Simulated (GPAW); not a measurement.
Zn3H:

```
CELL_PARAMETERS angstrom
0.00000 2.99658 2.99658
2.99658 0.00000 2.99658
2.99658 2.99658 0.00000
ATOMIC_POSITIONS crystal
Zn 0.50000 0.50000 0.50000
Zn 0.25000 0.25000 0.25000
Zn 0.75000 0.75000 0.75000
H 0.00000 0.00000 0.00000
```

The cell was built by a generator and needn't be a form met in nature.

Base run:

| Property | Result |
| --- | --- |
| Program | GPAW 26.7.0 |
| Functional | r2SCAN |
| Potentials or basis | GPAW PAW data sets (gpaw-data 1.2.1) |
| Cutoff | 600 eV |
| Basis | pw |
| k mesh | 6 × 6 × 6 |
| Occupations | fermi-dirac, width 0.05 eV |
| Spin | no spin polarisation |

Its results: pressure -3.2 GPa.

Q: After a change of settings the same cell gave: pressure -0.3 GPa. Which change was it?
A. functional from r2SCAN to BLYP; potentials or basis from GPAW PAW data sets (gpaw-data 1.2.1) to PAW data sets generated in the run's folder for this functional
B. functional from r2SCAN to PBE
C. functional from r2SCAN to RPBE; potentials or basis from GPAW PAW data sets (gpaw-data 1.2.1) to the program's PAW data sets (release 1.2.1) made for this functional
D. functional from r2SCAN to LDA; potentials or basis from GPAW PAW data sets (gpaw-data 1.2.1) to the program's PAW data sets (release 1.2.1) made for this functional

A: B.

Caveats: the PAW data sets were made with another functional, which shifts forces and pressure a little (some runs).
